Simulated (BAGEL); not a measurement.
# HF/cc-pVDZ (density fitting with qzvpp-jkfit) run of ZnSiH3OF (SMILES F[SiH2][O][ZnH])

What is the vertical ionisation energy of ZnSiH3OF at HF/cc-pVDZ (density fitting with qzvpp-jkfit)? 

Program for the calculation: BAGEL 1.2.2.

15 further runs of the same task are left out: 1 for a known fault of the program, 9 that didn't finish, 5 set aside as unsound or not needed. Runs told in other sessions of the task aren't counted.

## 1. The system as given

The species is ZnSiH3OF (7 atoms), meant as a singlet with charge 0. As SMILES, `F[SiH2][O][ZnH]`. Geometry: relaxed at PBE0-D4/def2-TZVP. This is one conformer, not always the lowest.

Bond lengths: F1–Si2 1.606 Å, Si2–O3 1.602 Å, O3–Zn4 1.773 Å, Si2–H5 1.483 Å, Si2–H6 1.483 Å, Zn4–H7 1.509 Å. Angles: F1–Si2–O3 110.2°, Si2–O3–Zn4 144.3°, F1–Si2–H5 106.3°, F1–Si2–H6 106.3°, O3–Si2–H5 111.1°, O3–Si2–H6 111.1°, O3–Zn4–H7 177.6°, H5–Si2–H6 111.6°.

## 2. A single-point energy at HF/cc-pVDZ (density fitting with qzvpp-jkfit)

The input, job.json:

```json
{ "bagel": [

{
  "title": "molecule",
  "basis": "cc-pvdz.json",
  "df_basis": "qzvpp-jkfit",
  "angstrom": "true",
  "geometry": [
    { "atom": "F", "xyz": [      -0.250900,      -0.301000,      -1.880000 ] },
    { "atom": "Si", "xyz": [       0.040700,       0.829300,      -0.777400 ] },
    { "atom": "O", "xyz": [       0.094000,       0.176700,       0.685200 ] },
    { "atom": "Zn", "xyz": [      -0.032100,      -1.344300,       1.587800 ] },
    { "atom": "H", "xyz": [       1.344600,       1.435800,      -1.139500 ] },
    { "atom": "H", "xyz": [      -1.066200,       1.810200,      -0.884200 ] },
    { "atom": "H", "xyz": [      -0.130000,      -2.606700,       2.408200 ] }
  ]
},

{ "title": "hf" },

{ "title": "print", "file": "orbitals.molden", "orbitals": "true" }

]}
```

The basis set cc-pVDZ is read from a file made from the Basis Set Exchange's data (not shown).

Started as:

```bash
$ BAGEL_NUM_THREADS=1 BAGEL job.json > job.out
```

What it wrote:

```text
* using 1 threads per process

  ===============================================================
  ===============================================================

  *** Geometry ***

  { "atom" : "F", "xyz" : [     -0.474132,     -0.568808,     -3.552685 ] },
  { "atom" : "Si", "xyz" : [      0.076912,      1.567150,     -1.469073 ] },
  { "atom" : "O", "xyz" : [      0.177634,      0.333915,      1.294840 ] },
  { "atom" : "Zn", "xyz" : [     -0.060660,     -2.540359,      3.000507 ] },
  { "atom" : "H", "xyz" : [      2.540926,      2.713269,     -2.153343 ] },
  { "atom" : "H", "xyz" : [     -2.014826,      3.420782,     -1.670896 ] },
  { "atom" : "H", "xyz" : [     -0.245664,     -4.925949,      4.550838 ] },

  Number of auxiliary basis functions:      600

  Since a DF basis is specified, we compute 2- and 3-index integrals:
    o Being stored without compression. Storage requirement is 0.052 GB

  Number of basis functions:      104
  Number of electrons      :       64

    * METHOD: MOLECULE                             0.30

  *** RHF ***

  === Nuclear Repulsion ===
   312.7911130381

      * DIIS with orbital gradients will be used.

  === RHF iteration (cc-pvdz.json) ===
      0      -2242.63318149          0.01615985           0.10
      1      -2242.78374219          0.01389315           0.09
      2      -2242.94122743          0.00143678           0.09
      3      -2242.94281387          0.00097585           0.09
      4      -2242.94343818          0.00018923           0.09
      5      -2242.94345951          0.00006727           0.09
      6      -2242.94346443          0.00001775           0.09
      7      -2242.94346494          0.00000496           0.09
      8      -2242.94346499          0.00000141           0.09
      9      -2242.94346499          0.00000061           0.09
     10      -2242.94346499          0.00000043           0.09
     11      -2242.94346499          0.00000011           0.09
     12      -2242.94346499          0.00000004           0.09
     13      -2242.94346499          0.00000001           0.09
     14      -2242.94346499          0.00000000           0.09
    * SCF iteration converged.

    * Permanent dipole moment:
           (   -0.056280,     0.182812,    -0.749313) a.u.

    * METHOD: HF                                   1.63

    * METHOD: PRINT                                0.02

  ===============================================================
```

Run time: 2.1 s. Hardware: 1 thread of AMD EPYC 9R45 (Zen 5), shared host; peak memory 0.19 GiB.

## 3. The doublet cation at the same level

The input, input.json:

```json
{ "bagel": [

{
  "title": "molecule",
  "basis": "cc-pvdz.json",
  "df_basis": "qzvpp-jkfit",
  "angstrom": true,
  "geometry": [
    { "atom": "F", "xyz": [      -0.250900,      -0.301000,      -1.880000 ] },
    { "atom": "Si", "xyz": [       0.040700,       0.829300,      -0.777400 ] },
    { "atom": "O", "xyz": [       0.094000,       0.176700,       0.685200 ] },
    { "atom": "Zn", "xyz": [      -0.032100,      -1.344300,       1.587800 ] },
    { "atom": "H", "xyz": [       1.344600,       1.435800,      -1.139500 ] },
    { "atom": "H", "xyz": [      -1.066200,       1.810200,      -0.884200 ] },
    { "atom": "H", "xyz": [      -0.130000,      -2.606700,       2.408200 ] }
  ]
},

{
  "title": "uhf",
  "charge": 1,
  "nopen": 1
},

{
  "title": "print",
  "file": "orbitals.molden",
  "orbitals": true
}

]}
```

The basis set cc-pVDZ is read from a file made from the Basis Set Exchange's data (not shown).

Started as:

```bash
$ BAGEL_NUM_THREADS=1 BAGEL input.json > input.out
```

What it wrote:

```text
* using 1 threads per process

  ===============================================================
  ===============================================================

  *** Geometry ***

  { "atom" : "F", "xyz" : [     -0.474132,     -0.568808,     -3.552685 ] },
  { "atom" : "Si", "xyz" : [      0.076912,      1.567150,     -1.469073 ] },
  { "atom" : "O", "xyz" : [      0.177634,      0.333915,      1.294840 ] },
  { "atom" : "Zn", "xyz" : [     -0.060660,     -2.540359,      3.000507 ] },
  { "atom" : "H", "xyz" : [      2.540926,      2.713269,     -2.153343 ] },
  { "atom" : "H", "xyz" : [     -2.014826,      3.420782,     -1.670896 ] },
  { "atom" : "H", "xyz" : [     -0.245664,     -4.925949,      4.550838 ] },

  Number of auxiliary basis functions:      600

  Since a DF basis is specified, we compute 2- and 3-index integrals:
    o Being stored without compression. Storage requirement is 0.052 GB

  Number of basis functions:      104
  Number of electrons      :       64

    * METHOD: MOLECULE                             0.30

  *** Open-shell HF ***

  === Nuclear Repulsion ===
   312.7911130381

      * DIIS with orbital gradients will be used.

  === UHF iteration (cc-pvdz.json) ===
      0      -2242.16818406          0.03364924           0.19
      1      -2242.10560109          0.04868518           0.18
      2      -2242.03607951          0.04523961           0.17
      3      -2242.52712143          0.01268446           0.17
      4      -2242.56183166          0.00535162           0.17
      5      -2242.57276714          0.00267306           0.18
      6      -2242.57740347          0.00140860           0.18
      7      -2242.57951034          0.00059473           0.18
      8      -2242.57981713          0.00026926           0.18
      9      -2242.57996354          0.00015626           0.18
[... 47 lines of this table left out ...]
     57      -2242.58013758          0.00000002           0.19
     58      -2242.58013758          0.00000002           0.19
     59      -2242.58013758          0.00000001           0.19
     60      -2242.58013758          0.00000001           0.19
    * SCF iteration converged.

    * S^2 (UHF) is 0.7638

    * Permanent dipole moment:
           (   -0.217330,    -0.982451,    -0.629332) a.u.

    * METHOD: UHF                                 11.07

    * METHOD: PRINT                                0.02

  ===============================================================
```

Wall time 12 s (1 thread of AMD EPYC 9R45 (Zen 5), shared host); peak memory 0.19 GiB.

## 4. Summary of results

Level: HF/cc-pVDZ (density fitting with qzvpp-jkfit).

```
                                          quantity           value
                    singlet ZnSiH3OF: total energy  -2242.94346 Eh
                   singlet ZnSiH3OF: dipole moment          1.97 D
                     singlet ZnSiH3OF: HOMO energy       -11.88 eV
                     singlet ZnSiH3OF: LUMO energy         1.69 eV
                   singlet ZnSiH3OF: HOMO–LUMO gap        13.57 eV
                      doublet cation: total energy  -2242.58014 Eh
                              doublet cation: ⟨S²⟩           0.764
vertical ionisation energy (to the doublet cation)        9.887 eV
```

What this shows: The vertical ionisation energy comes to 9.89 eV (228 kcal/mol). The negative HOMO energy of the first species, 11.88 eV, lies 1.99 eV above that difference.
